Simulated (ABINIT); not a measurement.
Runs of ABINIT 10.8.3 (patched build) on SnTe3. The structure is cubic, space group Fm-3m (No. 225). The conventional cell has a = 7.722 Å, b = 7.722 Å, c = 7.722 Å, α = 90.00°, β = 90.00°, γ = 90.00°. Te (site symmetry m-3m) has 8 Te at 3.34 Å as nearest neighbours. Around Te (site symmetry -43m) lie 4 Te at 3.34 Å and 4 Sn at 3.34 Å. Sn (site symmetry m-3m) has 8 Te at 3.34 Å as nearest neighbours. The cell comes from a database or a generator and needn't be the stable form of this composition.

| task | level | potentials or basis | k mesh | cutoff (eV) | fine-grid cutoff | gap on the mesh (eV) | pressure (GPa) |
| --- | --- | --- | --- | --- | --- | --- | --- |
| band structure | TB-mBJ | JTH PAW LDA v2.0 | 6 × 6 × 6 | 707 | 1306.15 eV | none | - |
| band structure | r2SCAN | JTH PAW PBE v2.0 | 6 × 6 × 6 | 707 | 1306.15 eV | none | (a) |
| band structure | PBE | JTH PAW PBE v2.0 | 6 × 6 × 6 | 599 | 1197.3 eV | none | 0.2 |
| band structure | PBEsol | PseudoDojo NC SR PBEsol v0.4.1 standard | 6 × 6 × 6 | 1088 | - | none | -2.7 |
| band structure | LDA | JTH PAW LDA v2.0 | 6 × 6 × 6 | 599 | 1197.3 eV | none | -3.8 |

Alike in all rows: no spin polarisation; cell as given; smearing fermi-dirac 0.05 eV.

Question: Fill in the values left out.

Answer: (a) -0.1.

Caveats: spin-orbit coupling is left out, which moves the levels of the heavy elements; the PAW data sets were made with another functional, which shifts forces and pressure a little (some runs); the constant c of TB-mBJ comes from the pseudo density here, which moves gaps by up to 0.3 eV between sets of potentials (some runs).

A k mesh can miss the band edges, and the runs leave out spin-orbit coupling on Sn, Te.

A gap of «none» marks a metal or a gap under the smearing width.

The runs don't all hold the same shells in valence.
